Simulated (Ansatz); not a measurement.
# AlFH₃PSi: basis-set convergence

One table from this session's results is given with a row withheld; the runs are named, their logs left out.

The runs use Ansatz 0.2.0, Gaussian basis; one geometry, several basis sets.

Plan: PBE0-D4/def2-SVP; ωB97M-V/def2-SVP; PBE0-D4/def2-QZVPP; ωB97M-V/def2-QZVPP; the functionals' def2-TZVPP values are taken from earlier runs.

## The relaxed structure

An earlier PBE0-D4 in a triple-zeta def2 set relaxation fixed the geometry.

SMILES `[F][Al]1[SiH2][PH]1`, 7 atoms, charge 0, spin multiplicity 1.

Atoms are counted from 1 here; the program's logs count them from 0.

Bond lengths: F1–Al2 1.642 Å, Al2–Si3 2.324 Å, Al2–P4 2.292 Å, Si3–P4 2.363 Å, Si3–H5 1.486 Å, Si3–H6 1.487 Å, P4–H7 1.445 Å. Angles: F1–Al2–Si3 156.3°, F1–Al2–P4 141.5°, Si3–Al2–P4 61.6°, Al2–Si3–P4 58.5°, Al2–Si3–H5 132.0°, Al2–Si3–H6 116.9°, P4–Si3–H5 116.3°, P4–Si3–H6 107.2°, H5–Si3–H6 110.1°, Al2–P4–Si3 59.9°, Al2–P4–H7 74.1°, Si3–P4–H7 87.8°.

Set-up of the first run:

File in.yaml:

```yaml
crystal:
  periodic: [false, false, false]
  atoms:
    - {symbol: F, position_ang: [-0.519512, -2.899859, 0.491723]}
    - {symbol: Al, position_ang: [-0.387475, -1.278530, 0.271231]}
    - {symbol: Si, position_ang: [0.546990, 0.834394, 0.521844]}
    - {symbol: P, position_ang: [-1.163515, 0.420995, -1.055600]}
    - {symbol: H, position_ang: [1.799262, 1.436278, -0.006339]}
    - {symbol: H, position_ang: [-0.030945, 1.703030, 1.580695]}
    - {symbol: H, position_ang: [-0.183607, -0.284307, -1.849155]}
basis:
  gaussian: {orbitals: def2-SVP}
hamiltonian: {xc: pbe0, dispersion: d4}
output: {orbitals: {seedname: orbitals}}
```

Command:

```
ansatz run in.yaml --threads 2 --pin off --events-out ev --progress --plain --max-ram 4352MiB
```

Steps of the session up to this table: PBE0-D4 in def2-SVP; ωB97M-V in def2-SVP; PBE0-D4 in def2-QZVPP; ωB97M-V in def2-QZVPP.

One of the session's tables, all rows but one given; the rest of the session is left out.

It belongs to the step «Density functionals: the series». 

```
functional       basis  HOMO (eV)  LUMO (eV)
   PBE0-D4    def2-SVP          ?          ?
   PBE0-D4  def2-TZVPP      -6.29      -1.77
   PBE0-D4  def2-QZVPP      -6.31      -1.81
   ωB97M-V    def2-SVP      -8.13       0.07
   ωB97M-V  def2-TZVPP      -8.15      -0.06
   ωB97M-V  def2-QZVPP      -8.17      -0.22
```

Estimate the missing values for PBE0-D4, def2-SVP.

As computed: HOMO (eV): -6.31; LUMO (eV): -1.70.
